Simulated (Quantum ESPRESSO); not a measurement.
# Y3N (Fm-3m) in Quantum ESPRESSO: a series of runs

One crystal, Y3N, is run at these levels: PBE+D3(BJ), rPW86PBE+rVV10, rev-vdW-DF2; tasks: phonons.

Everything below comes from runs of Quantum ESPRESSO 7.5. Logs are shortened: lines on timing, memory, paths and dates and some standing lists are left out, and cuts for length are marked.

## Step 1: Starting point

It takes space group Fm-3m (No. 225, cubic). The conventional cell has a = 7.213 Å, b = 7.213 Å, c = 7.213 Å, α = 90.00°, β = 90.00°, γ = 90.00°. Y (site symmetry -43m) is surrounded by 4 Y at 3.12 Å and 4 N at 3.12 Å. Y (site symmetry m-3m) is surrounded by 8 Y at 3.12 Å. N (site symmetry m-3m) has 8 Y at 3.12 Å as nearest neighbours.

The cell was built by a generator and needn't be a form met in nature.

## Step 2: Phonons, PBE+D3(BJ)

The input, pw.in:

```
&CONTROL
  calculation = 'scf'
  prefix = 'pwscf'
  outdir = './tmp'
  pseudo_dir = './pseudo'
  tprnfor = .true.
  tstress = .true.
  disk_io = 'low'
/
&SYSTEM
  ibrav = 0
  A = 5.1006582
  nat = 4
  ntyp = 2
  ecutwfc = 45
  ecutrho = 360
  nbnd = 27
  occupations = 'smearing'
  smearing = 'fd'
  degauss = 0.00367493
  vdw_corr = 'grimme-d3'
  dftd3_version = 4
  dftd3_threebody = .false.
/
&ELECTRONS
  conv_thr = 8d-10
  electron_maxstep = 120
  mixing_beta = 0.5
/
ATOMIC_SPECIES
Y     88.9058 y_pbe_v1.4.uspp.F.UPF
N     14.0070 n_pbe_v1.2.uspp.F.UPF
CELL_PARAMETERS alat
   0.0000000000    0.7071067808    0.7071067808
   0.7071067808    0.0000000000    0.7071067808
   0.7071067808    0.7071067808    0.0000000000
ATOMIC_POSITIONS alat
Y      0.3535533904    0.3535533904    0.3535533904
Y      1.0606601713    1.0606601713    1.0606601713
Y      0.7071067808    0.7071067808    0.7071067808
N      0.0000000000    0.0000000000    0.0000000000
K_POINTS automatic
2 2 2 1 1 1
```

The input, relax.in:

```
&CONTROL
  calculation = 'vc-relax'
  prefix = 'pwscf'
  outdir = './tmp'
  pseudo_dir = './pseudo'
  tprnfor = .true.
  tstress = .true.
  disk_io = 'low'
  nstep = 40
  forc_conv_thr = 0.0001
  etot_conv_thr = 1d-06
/
&SYSTEM
  ibrav = 0
  A = 5.1006582
  nat = 4
  ntyp = 2
  ecutwfc = 45
  ecutrho = 360
  nbnd = 27
  occupations = 'smearing'
  smearing = 'fd'
  degauss = 0.00367493
  vdw_corr = 'grimme-d3'
  dftd3_version = 4
  dftd3_threebody = .false.
/
&ELECTRONS
  conv_thr = 8d-10
  electron_maxstep = 120
  mixing_beta = 0.5
/
&IONS
  ion_dynamics = 'bfgs'
/
&CELL
  cell_dynamics = 'bfgs'
  press = 0
  press_conv_thr = 0.2
/
ATOMIC_SPECIES
Y     88.9058 y_pbe_v1.4.uspp.F.UPF
N     14.0070 n_pbe_v1.2.uspp.F.UPF
CELL_PARAMETERS alat
   0.0000000000    0.7071067808    0.7071067808
   0.7071067808    0.0000000000    0.7071067808
   0.7071067808    0.7071067808    0.0000000000
ATOMIC_POSITIONS alat
Y      0.3535533904    0.3535533904    0.3535533904
Y      1.0606601713    1.0606601713    1.0606601713
Y      0.7071067808    0.7071067808    0.7071067808
N      0.0000000000    0.0000000000    0.0000000000
K_POINTS automatic
2 2 2 1 1 1
```

The input, gamma.in:

```
&CONTROL
  calculation = 'bands'
  prefix = 'pwscf'
  outdir = './tmp'
  pseudo_dir = './pseudo'
  disk_io = 'low'
  verbosity = 'high'
/
&SYSTEM
  ibrav = 0
  A = 4.95103279
  nat = 4
  ntyp = 2
  ecutwfc = 45
  ecutrho = 360
  nbnd = 27
  occupations = 'smearing'
  smearing = 'fd'
  degauss = 0.00367493
  vdw_corr = 'grimme-d3'
  dftd3_version = 4
  dftd3_threebody = .false.
/
&ELECTRONS
  conv_thr = 1d-08
  electron_maxstep = 120
  mixing_beta = 0.5
  diago_full_acc = .true.
  startingwfc = 'random'
/
ATOMIC_SPECIES
Y     88.9058 y_pbe_v1.4.uspp.F.UPF
N     14.0070 n_pbe_v1.2.uspp.F.UPF
CELL_PARAMETERS alat
   0.0000000000    0.7071067816    0.7071067816
   0.7071067816    0.0000000000    0.7071067816
   0.7071067816    0.7071067816    0.0000000000
ATOMIC_POSITIONS alat
Y      0.3535533908    0.3535533908    0.3535533908
Y      1.0606601725    1.0606601725    1.0606601725
Y      0.7071067816    0.7071067816    0.7071067816
N      0.0000000000    0.0000000000    0.0000000000
K_POINTS crystal
1
0.0 0.0 0.0 1
```

The input, scf2.in:

```
&CONTROL
  calculation = 'scf'
  prefix = 'pwscf'
  outdir = './tmp'
  pseudo_dir = './pseudo'
  tprnfor = .true.
  tstress = .true.
  disk_io = 'low'
/
&SYSTEM
  ibrav = 0
  A = 4.95103279
  nat = 4
  ntyp = 2
  ecutwfc = 45
  ecutrho = 360
  nbnd = 27
  occupations = 'fixed'
  vdw_corr = 'grimme-d3'
  dftd3_version = 4
  dftd3_threebody = .false.
/
&ELECTRONS
  conv_thr = 1d-13
  electron_maxstep = 120
  mixing_beta = 0.5
  startingpot = 'file'
/
ATOMIC_SPECIES
Y     88.9058 y_pbe_v1.4.uspp.F.UPF
N     14.0070 n_pbe_v1.2.uspp.F.UPF
CELL_PARAMETERS alat
   0.0000000000    0.7071067816    0.7071067816
   0.7071067816    0.0000000000    0.7071067816
   0.7071067816    0.7071067816    0.0000000000
ATOMIC_POSITIONS alat
Y      0.3535533908    0.3535533908    0.3535533908
Y      1.0606601725    1.0606601725    1.0606601725
Y      0.7071067816    0.7071067816    0.7071067816
N      0.0000000000    0.0000000000    0.0000000000
K_POINTS automatic
2 2 2 1 1 1
```

The input, d3hess.in:

```
&INPUT
  prefix = 'pwscf'
  outdir = './tmp'
  step = 0.001
/
```

The input, ph.in:

```
phonons of Y3N
&INPUTPH
  prefix = 'pwscf'
  outdir = './tmp'
  tr2_ph = 1d-18
  fildyn = 'dyn'
  niter_ph = 90
  alpha_mix(1) = 0.7
  epsil = .true.
/
0.0000000000 0.0000000000 0.0000000000
```

The input, dynmat.in:

```
&INPUT
  fildyn = 'dyn'
  asr = 'crystal'
  lperm = .true.
  filout = 'dynmat.disp'
  fileig = 'dynmat.eig'
/
```

The input, dynmat_lo.in:

```
&INPUT
  fildyn = 'dyn'
  asr = 'crystal'
  filout = 'dynmat_lo.disp'
  fileig = 'dynmat_lo.eig'
  q(1) = 0
  q(2) = 0
  q(3) = 1
/
```

Potentials or basis: GBRV 1.5 PBE.

Command:

```console
$ OMP_NUM_THREADS=1 pw.x -in pw.in > pw.out
$ OMP_NUM_THREADS=1 pw.x -in relax.in > relax.out
$ OMP_NUM_THREADS=1 pw.x -in gamma.in > gamma.out
$ OMP_NUM_THREADS=1 pw.x -in scf2.in > scf2.out
$ OMP_NUM_THREADS=1 d3hess.x -in d3hess.in > d3hess.out
$ OMP_NUM_THREADS=1 ph.x -in ph.in > ph.out
$ OMP_NUM_THREADS=1 dynmat.x -in dynmat.in > dynmat.out
$ OMP_NUM_THREADS=1 dynmat.x -in dynmat_lo.in > dynmat_lo.out
```

pw.out:

```text
This program is part of the open-source Quantum ESPRESSO suite
     for quantum simulation of materials; please cite
[... 9 lines left out ...]
     --------------------
     sticks:   dense  smooth     PW     G-vecs:    dense   smooth      PW
     Sum        2299    1159    313                72929    25821    3839

     Using Slab Decomposition

     bravais-lattice index     =            0
     lattice parameter (alat)  =       9.6388  a.u.
     unit-cell volume          =     633.2282 (a.u.)^3
     number of atoms/cell      =            4
     number of atomic types    =            2
     number of electrons       =        38.00
     number of Kohn-Sham states=           27
     kinetic-energy cutoff     =      45.0000  Ry
     charge density cutoff     =     360.0000  Ry
     scf convergence threshold =      8.0E-10
     mixing beta               =       0.5000
     number of iterations used =            8  plain     mixing
     Exchange-correlation= SLA  PW   PBE  PBE
                           (   1   4   3   4   0   0   0)

     celldm(1)=   9.638847  celldm(2)=   0.000000  celldm(3)=   0.000000
     celldm(4)=   0.000000  celldm(5)=   0.000000  celldm(6)=   0.000000

[... 8 lines left out ...]
               b(3) = (  0.707107  0.707107 -0.707107 )

     PseudoPot. # 1 for Y  read from file:
     y_pbe_v1.4.uspp.F.UPF
     Pseudo is Ultrasoft + core correction, Zval = 11.0
     Generated by new atomic code, or converted to UPF format
     Using radial grid of  885 points,  6 beta functions with:
                l(1) =   0
                l(2) =   0
                l(3) =   1
                l(4) =   1
                l(5) =   2
                l(6) =   2
     Q(r) pseudized with  8 coefficients,  rinner =    1.200   1.200   1.200
                                                       1.200   1.200

     PseudoPot. # 2 for N  read from file:
     n_pbe_v1.2.uspp.F.UPF
     Pseudo is Ultrasoft + core correction, Zval =  5.0
     Generated by new atomic code, or converted to UPF format
     Using radial grid of  729 points,  4 beta functions with:
                l(1) =   0
                l(2) =   0
                l(3) =   1
                l(4) =   1
     Q(r) pseudized with  8 coefficients,  rinner =    0.900   0.900   0.900

     atomic species   valence    mass     pseudopotential
     Y                11.00    88.90580     Y ( 1.00)
     N                 5.00    14.00700     N ( 1.00)

     48 Sym. Ops., with inversion, found

   Cartesian axes

     site n.     atom                  positions (alat units)
         1        Y      tau(   1) = (   0.3535534   0.3535534   0.3535534  )
         2        Y      tau(   2) = (   1.0606602   1.0606602   1.0606602  )
         3        Y      tau(   3) = (   0.7071068   0.7071068   0.7071068  )
         4        N      tau(   4) = (   0.0000000   0.0000000   0.0000000  )

     --------------------------------------------
     DFT-D3 Dispersion Correction (no 3-body):
     --------------------------------------------
       Reference C6 values for interpolation:

         atom   Coordination number   C6
         N          0.000            50.54
         N          0.994            44.25
         N          2.014            39.35
         N          2.990            31.16
         Y          0.000          4731.78
         Y          1.915          2264.60
         Y          2.890           902.17

       Values used:

         atom   Coordination number  R0_AB[au]  C6      C8
         Y         10.119            3.987    902.17 172010.46
         Y         10.119            3.987    902.17 172010.46
         Y          8.540            3.987    902.17 172010.46
         N          2.253            2.478     38.28    844.48

         Molecular C6 ( Ry / a.u.^6 ) =      9221.29

     number of k points=     2  Fermi-Dirac smearing, width (Ry)=  0.0037
                       cart. coord. in units 2pi/alat
        k(    1) = (   0.1767767   0.1767767   0.1767767), wk =   0.5000000
        k(    2) = (  -0.1767767  -0.1767767   0.5303301), wk =   1.5000000

     Dense  grid:    72929 G-vectors     FFT dimensions: (  60,  60,  60)

     Smooth grid:    25821 G-vectors     FFT dimensions: (  45,  45,  45)

     Check: negative core charge=   -0.000001

     Initial potential from superposition of free atoms

     starting charge      37.9866, renormalised to      38.0000
     Starting wfcs are   43 randomized atomic wfcs

     Self-consistent Calculation

     iteration #  1     ecut=    45.00 Ry     beta= 0.50
     Davidson diagonalization with overlap
     ethr =  1.00E-02,  avg # of iterations =  2.0

     total energy              =    -298.10841901 Ry
     estimated scf accuracy    <       0.47038156 Ry

     iteration #  2     ecut=    45.00 Ry     beta= 0.50
     Davidson diagonalization with overlap
     ethr =  1.24E-03,  avg # of iterations =  5.0

     total energy              =    -298.04564093 Ry
     estimated scf accuracy    <       3.79526348 Ry

     iteration #  3     ecut=    45.00 Ry     beta= 0.50
     Davidson diagonalization with overlap
     ethr =  1.24E-03,  avg # of iterations =  5.0

     total energy              =    -298.38454328 Ry
     estimated scf accuracy    <       0.04667820 Ry

     iteration #  4     ecut=    45.00 Ry     beta= 0.50
     Davidson diagonalization with overlap
     ethr =  1.23E-04,  avg # of iterations =  4.0

     total energy              =    -298.38620018 Ry
     estimated scf accuracy    <       0.00825222 Ry

     iteration #  5     ecut=    45.00 Ry     beta= 0.50
     Davidson diagonalization with overlap
     ethr =  2.17E-05,  avg # of iterations =  5.0

     total energy              =    -298.38804835 Ry
     estimated scf accuracy    <       0.00428129 Ry

     iteration #  6     ecut=    45.00 Ry     beta= 0.50
     Davidson diagonalization with overlap
     ethr =  1.13E-05,  avg # of iterations =  4.0

     total energy              =    -298.38896060 Ry
     estimated scf accuracy    <       0.00103505 Ry

     iteration #  7     ecut=    45.00 Ry     beta= 0.50
     Davidson diagonalization with overlap
     ethr =  2.72E-06,  avg # of iterations =  2.0

     total energy              =    -298.38897757 Ry
     estimated scf accuracy    <       0.00016519 Ry

     iteration #  8     ecut=    45.00 Ry     beta= 0.50
     Davidson diagonalization with overlap
     ethr =  4.35E-07,  avg # of iterations =  4.0

     total energy              =    -298.38903374 Ry
     estimated scf accuracy    <       0.00002370 Ry

     iteration #  9     ecut=    45.00 Ry     beta= 0.50
     Davidson diagonalization with overlap
     ethr =  6.24E-08,  avg # of iterations =  1.5

     total energy              =    -298.38903246 Ry
     estimated scf accuracy    <       0.00000811 Ry

     iteration # 10     ecut=    45.00 Ry     beta= 0.50
     Davidson diagonalization with overlap
     ethr =  2.13E-08,  avg # of iterations =  3.0

     total energy              =    -298.38903434 Ry
     estimated scf accuracy    <       0.00000011 Ry

     iteration # 11     ecut=    45.00 Ry     beta= 0.50
     Davidson diagonalization with overlap
     ethr =  2.92E-10,  avg # of iterations =  7.5

     total energy              =    -298.38903464 Ry
     estimated scf accuracy    <       0.00000017 Ry

     iteration # 12     ecut=    45.00 Ry     beta= 0.50
     Davidson diagonalization with overlap
     ethr =  2.92E-10,  avg # of iterations =  1.5

     total energy              =    -298.38903463 Ry
     estimated scf accuracy    <       0.00000005 Ry

     iteration # 13     ecut=    45.00 Ry     beta= 0.50
     Davidson diagonalization with overlap
     ethr =  1.41E-10,  avg # of iterations =  3.5

     total energy              =    -298.38903464 Ry
     estimated scf accuracy    <       0.00000002 Ry

     iteration # 14     ecut=    45.00 Ry     beta= 0.50
     Davidson diagonalization with overlap
     ethr =  6.25E-11,  avg # of iterations =  1.0

     total energy              =    -298.38903464 Ry
     estimated scf accuracy    <          5.7E-09 Ry

     iteration # 15     ecut=    45.00 Ry     beta= 0.50
     Davidson diagonalization with overlap
     ethr =  1.51E-11,  avg # of iterations =  3.5

     End of self-consistent calculation

          k = 0.1768 0.1768 0.1768 (  3233 PWs)   bands (ev):

   -31.8207 -31.5782 -31.5447 -12.1713 -12.1713 -12.1640 -11.7193 -11.7193
   -11.6239 -11.4253 -11.3108 -11.3108  -1.7275   7.3261   8.2503   8.2503
     9.7625  10.2796  10.2796  10.8660  11.2916  11.2916  12.4751  12.9253
    12.9253  14.2590  14.2590

          k =-0.1768-0.1768 0.5303 (  3230 PWs)   bands (ev):

   -31.7642 -31.5973 -31.5837 -12.2988 -12.2836 -12.0795 -11.7479 -11.5904
   -11.5572 -11.4318 -11.3205 -11.3046  -1.6756   7.5185   8.2401   8.5140
    10.0182  10.2394  10.7008  10.9840  11.4984  11.6461  12.1224  12.7633
    12.8354  13.3209  13.9991

     the Fermi energy is    10.8070 ev

!    total energy              =    -298.38903464 Ry
     estimated scf accuracy    <          6.1E-10 Ry
     smearing contrib. (-TS)   =      -0.00358570 Ry
     internal energy E=F+TS    =    -298.38544894 Ry

     The total energy is F=E-TS. E is the sum of the following terms:
     one-electron contribution =     -49.40809873 Ry
     hartree contribution      =      38.52434520 Ry
     xc contribution           =     -87.34428893 Ry
     ewald contribution        =    -200.05852221 Ry
     DFT-D3 Dispersion         =      -0.09888427 Ry

     convergence has been achieved in  15 iterations

     Forces acting on atoms (cartesian axes, Ry/au):

     atom    1 type  1   force =    -0.00000000    0.00000000   -0.00000000
     atom    2 type  1   force =     0.00000000   -0.00000000    0.00000000
     atom    3 type  1   force =    -0.00000000   -0.00000000    0.00000000
     atom    4 type  2   force =    -0.00000000   -0.00000000    0.00000000

     Total force =     0.000000     Total SCF correction =     0.000000

     Computing stress (Cartesian axis) and pressure

          total   stress  (Ry/bohr**3)                   (kbar)     P=      -31.56
  -0.00021456   0.00000000  -0.00000000          -31.56        0.00       -0.00
  -0.00000000  -0.00021456   0.00000000           -0.00      -31.56        0.00
  -0.00000000  -0.00000000  -0.00021456           -0.00       -0.00      -31.56

=------------------------------------------------------------------------------=
   JOB DONE.
=------------------------------------------------------------------------------=
```

Run time: 8.3 min. Hardware: 1 thread of Arm Neoverse V1, shared host; peak memory 0.3 GiB.

What came out:

| Property | Result |
| --- | --- |
| Free energy | -4059.8460 eV |
| Relaxed volume | 21.45 Å³/atom |
| Relaxed cell | a = 4.951 Å, b = 4.951 Å, c = 4.951 Å, α = 60.00°, β = 60.00°, γ = 60.00° |
| Space group after relaxing (to 0.05 Å) | Fm-3m (No. 225) |
| Pressure after relaxing | -0.2 GPa |
| Highest phonon frequency at Γ, LO-TO splitting left out | 141 cm⁻¹ |
| Most unstable mode | 241i cm⁻¹ |

Final structure:
```
Y N
1.0
     0.00000    3.50091    3.50091
     3.50091    0.00000    3.50091
     3.50091    3.50091    0.00000
Y N
3 1
Direct
  0.25000 0.25000 0.25000
  0.75000 0.75000 0.75000
  0.50000 0.50000 0.50000
  0.00000 0.00000 0.00000
```

Levels at points of the mesh, in eV from the valence-band top:
```tsv
k point	band 15	band 16	band 17	band 18	band 19	band 20	band 21	band 22	band 23	band 24
(0.25, 0.25, 0.25)	-2.66	-2.66	-0.70	-0.47	-0.47	0.27	0.73	0.73	2.19	2.57
```

Phonon frequencies in cm⁻¹ (negative: imaginary):
```
              q point                                      frequencies
(0.000, 0.000, 0.000)  -241 -241 -241 -47 -47 -47 -1 -1 -1 141 141 141
```

Optical modes at Γ, degenerate ones joined, polar ones without the macroscopic field:
| cm⁻¹ | components | symmetry | active in |
| --- | --- | --- | --- |
| 241i | 3 | T1u | IR |
| 48i | 3 | T1u | IR |
| 141 | 3 | T2g | Raman |

Caveat: the k mesh is coarse (spacing up to 0.75 Å⁻¹), so the values aren't converged; some modes are imaginary; the gap on the mesh is small and may close between mesh points, in which case fixed occupations spoil the response.

[end of part 1 of 3]
